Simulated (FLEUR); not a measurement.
# GdO: single point with PBE+U

Crystal: GdO.

```
Gd O
1.0
     3.11330    0.00000    0.00000
    -1.55665    2.69620    0.00000
     0.00000    0.00000    3.03843
Gd O
1 1
Direct
  0.00000 0.00000 0.00000
  0.66667 0.33333 0.50000
```

The cell comes from a database or a generator and needn't be the stable form of this composition.

| Quantity | Value |
| --- | --- |
| Program | FLEUR MaX-R8.1 (later development tree) |
| Task | single point |
| Functional | PBE |
| Potentials or basis | all-electron |
| Basis | FLAPW |
| Kmax | 4.44 1/bohr |
| k mesh | 7 × 7 × 6 |
| Occupations | gaussian, width 0.05 eV |
| Spin | collinear spin, ferromagnetic start |
| Starting moments | [7.0, 0.0] μB |
| Hubbard terms | Gd f U = 6 eV |
| Hund's J (eV) | 0 |
| Gmax | 13.8 1/bohr |
| Muffin-tin radii | Gd 2.5, O 1.62 bohr |
| lmax | Gd 10, O 8 |
| lnonsphr | Gd 10, O 8 |
| Local orbitals a species | Gd 4, O 3 |
| Max iterations | 100 |
| Mixing factor | 0.05 |
| Mixer | Anderson |
| Mixer history | 50 |
| Density convergence | 0.001 me/bohr^3 |

* Net moment: 7.54 μB per cell
* Site moments: Gd +7.26; O -0.03 μB
* Valence electrons inside the program's atomic spheres: Gd 15.80; O 5.27 (radii Gd 2.5, O 1.62 bohr)

Levels at points of the mesh, in eV from the Fermi level:
Spin up:
```csv
k point,band 14,band 15,band 16,band 17,band 18,band 19
"(0.00, 0.00, 0.00)",-5.46,-4.26,-2.97,0.58,3.33,3.33
"(0.00, 0.00, 0.50)",-4.92,-4.92,1.30,1.30,1.40,4.17
```
Spin down:
```
           k point  band 6  band 7  band 8  band 9  band 10  band 11
(0.00, 0.00, 0.00)   -5.40   -5.40   -4.42   -1.58     1.01     3.16
(0.00, 0.00, 0.50)   -7.50   -5.34   -5.34    1.83     2.72     2.72
```

Eigenvalues of the final occupation matrices:
```
       site  spin  trace                         eigenvalues
atom type 1     1   6.96  0.99 0.99 0.99 0.99 0.99 1.00 1.00
atom type 1     2   0.06  0.00 0.01 0.01 0.01 0.01 0.01 0.01
```

Core levels (eV from the Fermi level):
```tsv
atom	levels
1 Gd	1s1/2 -50045.5, 2s1/2 -8253.2, 2p1/2 -7835.8, 2p3/2 -7139.9, 3s1/2 -1825.5, 3p1/2 -1644.7, 3p3/2 -1502.1, 4s1/2 -365.0, 3d3/2 -1189.9, 3d5/2 -1158.9, 4p1/2 -294.7, 4p3/2 -262.9, 4d3/2 -147.1, 4d5/2 -141.4
2 O	1s1/2 -507.6
```

Wall time 10 min on 1 thread of Intel(R) Xeon(R) Platinum 8259CL CPU @ 2.50GHz (Skylake/Cascade Lake), on a shared host, peak memory 0.35 GiB.

Caveat: with Gaussian smearing the program prints no entropy term, so the energy of a metal isn't a free energy; the magnetic or orbital state may not be the lowest; spin-orbit coupling is left out, which moves the levels of the heavy elements; a cell with one magnetic atom can't hold antiferromagnetic order, which such compounds often take. The state reached can hang on the start; a lower one may exist.
